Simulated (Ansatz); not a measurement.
Working through a rigid scan of one bond angle of FH4OSi2, SMILES O[SiH](F)[SiH2]

Program: Ansatz 0.2.0, Python API.

Notebook, run cell by cell (the value of a cell's last expression is shown):

```python
import ansatz as az
from ase import Atoms
```

```python
atoms = Atoms(["O", "Si", "F", "Si", "H", "H", "H", "H"], positions=[
    (0.6216, 0.3367, -1.5613),
    (0.733, 0.2501, 0.0723),
    (0.7985, 1.7569, 0.6117),
    (-0.9818, -0.8218, 1.0257),
    (0.3426, 1.2638, -1.9011),
    (2.0048, -0.435, 0.3801),
    (-1.1153, -2.2587, 0.617),
    (-2.3113, -0.1491, 0.6999),
])
```

```python
first = (
    az.Crystal.molecule_from_ase(atoms).calculation()
    .basis(gaussian="def2-SVP")
    .functional("CAM-B3LYP")
    .spin("collinear", total=1)
    .relax(force_tolerance=0.02, max_steps=80)
)
atoms.positions = first.run(threads=1, pin="off").report["positions_ang"]
```

```python
rows = []
for angle in [90, 100, 110, 120, 135, 150, 165, 179]:
    bent = atoms.copy()
    bent.set_angle(1, 0, 4, angle, indices=[4])
    job = az.Crystal.molecule_from_ase(bent).calculation()
    job = job.basis(gaussian="def2-SVP").functional("CAM-B3LYP")
    job = job.spin("collinear", total=1)
    rows.append((angle, job.run(threads=1, pin="off").report["free_energy_ev"]))
floor = min(e for _, e in rows)
for angle, e in rows:
    print(f"angle Si1-O0-H4 = {angle:3d} deg   {1000 * (e - floor):9.1f} meV")
```

    angle Si1-O0-H4 =  90 deg       362.9 meV
    angle Si1-O0-H4 = 100 deg       138.4 meV
    angle Si1-O0-H4 = 110 deg        27.5 meV
    angle Si1-O0-H4 = 120 deg         0.0 meV
    angle Si1-O0-H4 = 135 deg        59.7 meV
    angle Si1-O0-H4 = 150 deg       174.7 meV
    angle Si1-O0-H4 = 165 deg       282.1 meV
    angle Si1-O0-H4 = 179 deg       335.2 meV

Caveats:
- The scan is rigid, and the energies are electronic, in a modest basis. The zero is the lowest point of the grid, which needn't be the minimum.
- The run takes the species as open-shell (spin multiplicity 2), which needn't be its ground state.
- It ran for 2.4 min on 1 thread of Arm Neoverse V1 (shared host), peak memory 0.33 GiB.
